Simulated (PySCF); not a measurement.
# [Re3]−: other functionals and bases at one geometry

How far do other levels of theory move the description of [Re3]−, and what does each cost? The structure is generated, not taken from experiment.

Program: PySCF 2.14.0. Level of theory: several levels, as the steps say, no spin–orbit coupling. These are calculated values, not measurements.

4 further runs of the same task are left out: 2 for a known fault of the program, 1 that didn't finish, 1 set aside as unsound or not needed.

### 1 The system as given

3 atoms, charge -1, spin multiplicity 3.

Bond lengths: Re1–Re2 2.220 Å, Re2–Re3 2.220 Å. Angles: Re1–Re2–Re3 68.7°.

Geometry (Å):

```xyz
3
Re3
Re    1.39066    0.09386    0.00000
Re   -0.60864    1.05944    0.00000
Re   -0.78201   -1.15330    0.00000
```

An earlier session relaxed this geometry at r2SCAN, Re def2-SVP with ECP60 (triplet, point group C2v).

At r2SCAN on the finer grid: E = -234.849586 Eh, HOMO 0.28 eV, LUMO 1.15 eV (over both spins), ⟨S²⟩ = 2.858, Mulliken charge on Re1 -0.33 e, largest force component 0.025 eV/Å. The state is spin-contaminated. The highest filled level lies above zero; it isn't the detachment energy.

Levels to run: TPSSh; revPBE; B3LYP; BP86; r2SCAN, TZVP; r2SCAN, x2c-SVP. Hardware: 2 threads of Arm Neoverse V2, shared host.

### 2 TPSSh

run.py (the lines that set the calculation)

```python
mol = gto.M(atom='''
Re     1.39066     0.09386     0.00000
Re    -0.60864     1.05944     0.00000
Re    -0.78201    -1.15330     0.00000''',
    basis={'Re': 'def2-SVP'},
    ecp={'Re': 'def2-SVP'},
    charge=-1, spin=2)
mf = dft.UKS(mol, xc='TPSSH')
mf.grids.atom_grid = (75, 302)
mf = mf.density_fit()  # fitting sets: Re def2-universal-JKFIT
mf.conv_tol = 1e-08; mf.max_cycle = 55
mf.kernel(dm0)  # dm0: the density of the relaxed state
```

On the command line:

```console
> OMP_NUM_THREADS=2 python run.py
```

### 3 revPBE

Edit run.py (the lines that set the calculation) of step 2 so:

```diff
@@ -7,3 +7,3 @@
     charge=-1, spin=2)
-mf = dft.UKS(mol, xc='TPSSH')
+mf = dft.UKS(mol, xc='PBE_R,PBE')
 mf.grids.atom_grid = (75, 302)
```

### 4 B3LYP

Edit run.py (the lines that set the calculation) of step 3 so:

```diff
@@ -7,3 +7,3 @@
     charge=-1, spin=2)
-mf = dft.UKS(mol, xc='PBE_R,PBE')
+mf = dft.UKS(mol, xc='B3LYP')
 mf.grids.atom_grid = (75, 302)
```

### 5 BP86

Edit run.py (the lines that set the calculation) of step 4 so:

```diff
@@ -7,3 +7,3 @@
     charge=-1, spin=2)
-mf = dft.UKS(mol, xc='B3LYP')
+mf = dft.UKS(mol, xc='B88,P86')
 mf.grids.atom_grid = (75, 302)
```

### 6 r2SCAN, TZVP

Basis: Re def2-TZVP with ECP60. 

run.py (the lines that set the calculation)

```python
mol = gto.M(atom='''
Re     1.39066     0.09386     0.00000
Re    -0.60864     1.05944     0.00000
Re    -0.78201    -1.15330     0.00000''',
    basis={'Re': 'def2-TZVP'},
    ecp={'Re': 'def2-TZVP'},
    charge=-1, spin=2)
mf = dft.UKS(mol, xc='R2SCAN')
mf.grids.atom_grid = (75, 302)
mf = mf.density_fit()  # fitting sets: Re def2-universal-JKFIT
mf.conv_tol = 1e-08; mf.max_cycle = 55
mf.kernel(dm0)  # dm0: free metal ions and neutral atoms
```

### 7 r2SCAN, x2c-SVP

Basis: Re x2c-SVPall. All electrons are treated, with the spin-free X2C Hamiltonian.

run.py (the lines that set the calculation)

```python
mol = gto.M(atom='''
Re     1.39066     0.09386     0.00000
Re    -0.60864     1.05944     0.00000
Re    -0.78201    -1.15330     0.00000''',
    basis={'Re': 'x2c-SVPall'},
    nucmod='G',
    charge=-1, spin=2)
mf = dft.UKS(mol, xc='R2SCAN')
mf.grids.atom_grid = (99, 590)
mf = mf.density_fit()  # fitting sets: Re AutoAux
mf = mf.sfx2c1e()
mf.conv_tol = 1e-08; mf.max_cycle = 55
mf.kernel(dm0)  # dm0: free metal ions and neutral atoms
```

Q: Predict the outcome of this session. Wanted: for each run, HOMO; gap; charge on Re1; dipole; largest force.

**Answer**, as computed:

| level | state | HOMO (eV) | gap (eV) | charge on Re1 (e) | dipole (D) | largest force (eV/Å) | basis functions | time |
| --- | --- | --- | --- | --- | --- | --- | --- | --- |
| r2SCAN (relaxed here) | triplet | 0.28 | 0.86 | -0.33 | 0.08 | 0.03 | 96 | 32 s |
| TPSSh | triplet | 0.26 | 1.12 | -0.34 | 0.14 | 0.10 | 96 | 9.3 s |
| revPBE | triplet | 0.58 | 0.48 | -0.35 | 0.16 | 0.40 | 96 | 7.5 s |
| B3LYP | triplet | 0.03 | 1.52 | -0.34 | 0.14 | 0.37 | 96 | 24 s |
| BP86 | triplet | 0.40 | 0.42 | -0.36 | 0.14 | 0.36 | 96 | 7.6 s |
| r2SCAN, TZVP | triplet | 0.27 | 0.86 | -0.38 | 0.01 | 0.31 | 120 | 18 s |
| r2SCAN, x2c-SVP | triplet | 0.19 | 0.87 | -0.47 | 0.02 | 1.28 | 198 | 3 min |

Times are on 2 threads of Arm Neoverse V2, shared host; the first row also made further properties. The dipole of a charged species depends on the origin, so these sizes hold for this origin alone.

In one basis the HOMO–LUMO gap runs from 0.42 eV (BP86) to 1.52 eV (B3LYP). The largest leftover force, 1.28 eV/Å with r2SCAN, x2c-SVP, stands at a geometry relaxed at another level. The Mulliken charge on Re spans -0.47 to -0.33 e over the levels. Total energies of different levels can't be compared. Spin–orbit coupling is left out throughout.
